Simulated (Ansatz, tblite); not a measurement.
**(H2In-mu-Cl)2 (In₂H₄Cl₂): charged states by level of theory**

Aim: the energy of removing an electron for (H2In-mu-Cl)2 (In₂H₄Cl₂), by energy differences, and how well orbital energies stand in for it.

The runs use Ansatz 0.2.0, Gaussian basis; as each input shows.

Levels to be run: charge +1 doublet, at the geometry of the singlet (PBE0-D4/def2-TZVP, PBE-D4/def2-TZVP, r2SCAN-D4/def2-TZVP, CCSD(T)/def2-SVP); the starting singlet's energies come from earlier runs.

1 further run of the same task is left out (set aside as unsound or not needed).

## Step 1: The geometry

The geometry is that of the singlet, from an earlier relaxation (PBE0-D4/def2-SVP).

8 atoms, charge 0, spin multiplicity 1.

Atoms are counted from 1 here; the program's logs count them from 0.

Bond lengths: In1–H2 1.707 Å, In1–H3 1.707 Å, In1–Cl4 2.579 Å, In1–Cl8 2.579 Å, Cl4–In5 2.579 Å, In5–H6 1.707 Å, In5–H7 1.707 Å, In5–Cl8 2.579 Å. Angles: H2–In1–H3 139.9°, H2–In1–Cl4 104.4°, H2–In1–Cl8 104.5°, H3–In1–Cl4 104.4°, H3–In1–Cl8 104.4°, Cl4–In1–Cl8 86.7°, In1–Cl4–In5 93.3°, Cl4–In5–H6 104.4°, Cl4–In5–H7 104.4°, Cl4–In5–Cl8 86.7°, H6–In5–H7 139.9°, H6–In5–Cl8 104.4°, H7–In5–Cl8 104.4°, In1–Cl8–In5 93.3°.

In takes a core potential in the def2 sets. No spin-orbit coupling is included.

## Step 2: Charge +1 doublet at the fixed geometry, first pass, PBE0-D4/def2-SVP

in.yaml reads:

```yaml
crystal:
  periodic: [false, false, false]
  atoms:
    - {symbol: In, position_ang: [-0.466515, 0.670218, -1.687608]}
    - {symbol: H, position_ang: [0.129199, 2.259099, -1.876227]}
    - {symbol: H, position_ang: [-1.354901, -0.503086, -2.553182]}
    - {symbol: Cl, position_ang: [1.508690, -0.639829, -0.671129]}
    - {symbol: In, position_ang: [0.466123, -0.670948, 1.687424]}
    - {symbol: H, position_ang: [1.354293, 0.496355, 2.561251]}
    - {symbol: H, position_ang: [-0.132626, -2.259845, 1.866328]}
    - {symbol: Cl, position_ang: [-1.504273, 0.648036, 0.673162]}
basis:
  gaussian: {orbitals: def2-SVP}
total_charge: 1
magnetization: {spin_polarized: true, initial_magnetization: 1}
hamiltonian: {xc: pbe0, dispersion: d4}
output: {orbitals: {seedname: orbitals}}
```

Run with:

```console
$ ansatz run in.yaml --threads 4 --pin off --events-out ev --progress --plain --max-ram 3916MiB
```

Output:

```text
Functional definition: PBE0
  name "PBE0"
  cite "Adamo & Barone, J. Chem. Phys. 110, 6158 (1999) doi:10.1063/1.478522"
  cite "Perdew, Burke & Ernzerhof, Phys. Rev. Lett. 77, 3865 (1996) doi:10.1103/PhysRevLett.77.3865"
  parent pbe
  parameter a = 0.25
  parameter kappa = 0.804
  parameter beta = 0.06672455060314922
  exchange = (1 - a)*pbe_x(kappa = kappa, mu = beta*pi^2/3) + a*exact_x
  correlation = pbe_c(beta = beta)
1198 factors; integrals over basis functions are off by at most 3.3e-4 eV
mean field evaluation 1: about -35431.7012 eV, gradient 2.2e1 eV
mean field evaluation 2: about -35428.3049 eV, gradient 3.2e1 eV
mean field evaluation 4: about -35434.5913 eV, gradient 7.9e-1 eV
mean field evaluation 8: about -35434.6570 eV, gradient 7.9e-2 eV
mean field evaluation 16: about -35434.6570 eV, gradient 5.8e-4 eV
mean field evaluation 32: about -35433.8514 eV, gradient 5.0e0 eV
mean field -35434.65704943 eV, -1302.1996280932 hartree, gradient 2.7e-5 eV, S^2 0.759824; 4 other end points of the search recorded, 0 dependent functions left out
reference -35434.65709493 eV, -1302.1996297656 hartree; 40, 39 occupied and 68, 69 virtual orbitals, 1198 factors
Total energy: -35434.85459774 eV, -1302.2068878599 hartree
```

Run time: 7 s. Hardware: 4 threads of Arm Neoverse N1, shared host.

From the report: HOMO -13.24 eV, LUMO -11.76 eV (over both spins); ⟨S²⟩ 0.760 (pure: 0.75).

## Step 3: Charge +1 doublet at the fixed geometry, PBE0-D4/def2-TZVP

start.molden holds the orbitals of an earlier run on this state, given as this run's starting guess.

Edit in.yaml of step 2 so:

```diff
@@ -12,3 +12,3 @@
 basis:
-  gaussian: {orbitals: def2-SVP}
+  gaussian: {orbitals: def2-TZVP, initial_orbitals: start.molden}
 total_charge: 1
@@ -16,2 +16,3 @@
 hamiltonian: {xc: pbe0, dispersion: d4}
+scf: {omitted_lower_state_checks: [starts]}
 output: {orbitals: {seedname: orbitals}}
```

The command is unchanged.

Output:

```text
Functional definition: PBE0
  name "PBE0"
  cite "Adamo & Barone, J. Chem. Phys. 110, 6158 (1999) doi:10.1063/1.478522"
  cite "Perdew, Burke & Ernzerhof, Phys. Rev. Lett. 77, 3865 (1996) doi:10.1103/PhysRevLett.77.3865"
  parent pbe
  parameter a = 0.25
  parameter kappa = 0.804
  parameter beta = 0.06672455060314922
  exchange = (1 - a)*pbe_x(kappa = kappa, mu = beta*pi^2/3) + a*exact_x
  correlation = pbe_c(beta = beta)
these checks for a lower state are left out or cut short: starts
1674 factors; their error is unknown
mean field evaluation 1: about -35441.6789 eV, gradient 9.8e1 eV
mean field evaluation 2: about -35443.3511 eV, gradient 2.6e0 eV
mean field evaluation 4: about -35443.5552 eV, gradient 2.0e-1 eV
mean field evaluation 8: about -35443.5553 eV, gradient 2.1e-5 eV
mean field -35443.55528852 eV, -1302.5266323485 hartree, gradient 2.1e-5 eV, S^2 0.760521; 0 other end points of the search recorded, 0 dependent functions left out
reference -35443.55532766 eV, -1302.5266337868 hartree; 40, 39 occupied and 158, 159 virtual orbitals, 1674 factors
Total energy: -35443.75283047 eV, -1302.5338918811 hartree
Checks for a lower state left out: starts
```

Wall time 15 s (4 threads of Arm Neoverse N1, shared host); peak memory 0.89 GiB.

From the report: HOMO -13.21 eV, LUMO -11.75 eV (over both spins); ⟨S²⟩ 0.761 (pure: 0.75).

## Step 4: Charge +1 doublet at the fixed geometry, PBE-D4/def2-TZVP

Edit in.yaml of step 3 so:

```diff
@@ -15,3 +15,3 @@
 magnetization: {spin_polarized: true, initial_magnetization: 1}
-hamiltonian: {xc: pbe0, dispersion: d4}
+hamiltonian: {xc: pbe, dispersion: d4}
 scf: {omitted_lower_state_checks: [starts]}
```

Same command.

Output:

```text
Functional definition: PBE
  name "PBE"
  cite "Perdew, Burke & Ernzerhof, Phys. Rev. Lett. 77, 3865 (1996) doi:10.1103/PhysRevLett.77.3865"
  parent pbe
  parameter kappa = 0.804
  parameter beta = 0.06672455060314922
  exchange = pbe_x(kappa = kappa, mu = beta*pi^2/3)
  correlation = pbe_c(beta = beta)
these checks for a lower state are left out or cut short: starts
1464 factors; their error is unknown
mean field evaluation 1: about -35441.8203 eV, gradient 9.1e0 eV
mean field evaluation 2: about -35441.9594 eV, gradient 1.9e-1 eV
mean field evaluation 4: about -35441.9501 eV, gradient 8.9e-4 eV
mean field -35441.95006056 eV, -1302.4676413089 hartree, gradient 1.8e-5 eV, S^2 0.753990; 0 other end points of the search recorded, 0 dependent functions left out
reference -35441.95011517 eV, -1302.4676433160 hartree; 40, 39 occupied and 158, 159 virtual orbitals, 1464 factors
Total energy: -35442.17852876 eV, -1302.4760373604 hartree
Checks for a lower state left out: starts
```

Run time: 7 s. Hardware: 4 threads of Arm Neoverse N1, shared host.

Report: HOMO -12.37 eV, LUMO -11.87 eV (over both spins); ⟨S²⟩ 0.754 (pure: 0.75).

## Step 5: Charge +1 doublet at the fixed geometry, r2SCAN-D4/def2-TZVP

Edit in.yaml of step 4 so:

```diff
@@ -15,3 +15,3 @@
 magnetization: {spin_polarized: true, initial_magnetization: 1}
-hamiltonian: {xc: pbe, dispersion: d4}
+hamiltonian: {xc: r2scan, dispersion: d4}
 scf: {omitted_lower_state_checks: [starts]}
```

Same command.

Output:

```text
Functional definition: r2SCAN
  name "r2SCAN"
  cite "Furness, Kaplan, Ning, Perdew & Sun, J. Phys. Chem. Lett. 11, 8208 (2020) doi:10.1021/acs.jpclett.0c02405"
  cite "Furness, Kaplan, Ning, Perdew & Sun, J. Phys. Chem. Lett. 11, 9248 (2020) doi:10.1021/acs.jpclett.0c03077"
  parent r2scan
  parameter k0 = 0.174
  parameter k1 = 0.065
  parameter a1 = 4.9479
  exchange = r2scan_x(k0 = k0, k1 = k1, a1 = a1)
  correlation = r2scan_c
these checks for a lower state are left out or cut short: starts
1464 factors; their error is unknown
mean field evaluation 1: about -35454.4894 eV, gradient 6.7e0 eV
mean field evaluation 2: about -35454.5330 eV, gradient 7.3e-2 eV
mean field evaluation 4: about -35454.5267 eV, gradient 1.4e-4 eV
mean field -35454.52667301 eV, -1302.9298232918 hartree, gradient 2.2e-5 eV, S^2 0.758782; 0 other end points of the search recorded, 0 dependent functions left out
reference -35454.52668908 eV, -1302.9298238824 hartree; 40, 39 occupied and 158, 159 virtual orbitals, 1464 factors
Total energy: -35454.57663773 eV, -1302.9316594615 hartree
Checks for a lower state left out: starts
```

Wall time 18 s (4 threads of Arm Neoverse N1, shared host).

HOMO -12.65 eV, LUMO -12.07 eV (over both spins); ⟨S²⟩ 0.759 (pure: 0.75).

## Step 6: Charge +1 doublet at the fixed geometry, CCSD(T)/def2-SVP

Edit in.yaml of step 5 so:

```diff
@@ -12,7 +12,7 @@
 basis:
-  gaussian: {orbitals: def2-TZVP, initial_orbitals: start.molden}
+  gaussian: {orbitals: def2-SVP, initial_orbitals: start.molden}
 total_charge: 1
 magnetization: {spin_polarized: true, initial_magnetization: 1}
-hamiltonian: {xc: r2scan, dispersion: d4}
-scf: {omitted_lower_state_checks: [starts]}
+correlation: {method: ccsd_t}
+scf: {omitted_lower_state_checks: [starts, cluster_reference]}
 output: {orbitals: {seedname: orbitals}}
```

Launched as before.

Output, shortened:

```text
Functional definition: HF
  name "HF"
  cite "Fock, Z. Phys. 61, 126 (1930) doi:10.1007/BF01340294"
  parent pbe
[...]
1198 factors; integrals over basis functions are off by at most 3.3e-4 eV
[...]
mean field -35352.42895039 eV, -1299.1778011900 hartree, gradient 2.4e-6 eV, S^2 0.874943; 0 other end points of the search recorded, 0 dependent functions left out
18 core orbitals not correlated: weight in the atoms' cores, before any rotation towards them, 1.000 or more for the frozen orbitals, at most 0.000 for the correlated occupied ones
reference -35352.42895039 eV, -1299.1778011900 hartree; 22, 21 occupied and 68, 69 virtual orbitals, 1198 factors
second order -11.96674719 eV of doubles, -0.00000000 eV of singles
cycle   1  -12.88132096 eV  change   -9.1e-1 eV  update   1.2e-1
[...]
cycle  16  -13.69497615 eV  change    2.6e-5 eV  update   2.5e-5
perturbative correction -0.54303462 eV, -0.0199561542 hartree
Total energy: -35366.66696116 eV, -1299.7010384349 hartree
Checks for a lower state left out: starts, cluster_reference
```

It took 67 s on 4 threads of Arm Neoverse N1, shared host; peak memory 1.2 GiB.

Hartree-Fock HOMO -15.00 eV, LUMO -9.30 eV (over both spins); ⟨S²⟩ 0.875 (pure: 0.75); T1 0.061. Doubts: large T1 diagnostic.

## Step 7: Vertical ionisation energy

Charged state less starting state, singlet to doublet; the starting state's energies are those of its earlier runs.

```tsv
level	vertical ionisation energy (eV)	time
HF/def2-SVP†	+10.41	
PBE-D4/def2-TZVP	+9.49	12 s
r2SCAN-D4/def2-TZVP	+9.75	26 s
PBE0-D4/def2-TZVP	+10.06	21 s
MP2/def2-SVP†	+10.85	
CCSD/def2-SVP†	+10.62	
CCSD(T)/def2-SVP†	+10.41	80 s
```

Times add the two runs; a level without a time comes out of a correlated run. † marks a level with a doubtful state (flagged, unstable, out of aufbau order, or strongly spin-contaminated); such levels are left out of the summary. CCSD(T)/def2-SVP is no safe reference here (large T1 diagnostic).

Beside −ε(HOMO) of the starting state:

```tsv
level	−ε(HOMO) (eV)	by difference (eV)	mismatch (eV)
PBE-D4/def2-TZVP	7.07	9.49	-2.42
r2SCAN-D4/def2-TZVP	7.41	9.75	-2.34
PBE0-D4/def2-TZVP	8.33	10.06	-1.73
```

## Step 8: Outcome

```
                                            quantity                                value
vertical ionisation energy, functionals in def2-TZVP  9.49 (PBE-D4) to 10.06 eV (PBE0-D4)
```

The vertical ionisation energy spans 9.49 to 10.06 eV over the functionals. −ε(HOMO) misses the level's own difference by -1.73 eV at best (PBE0-D4) and -2.42 eV at worst (PBE-D4).
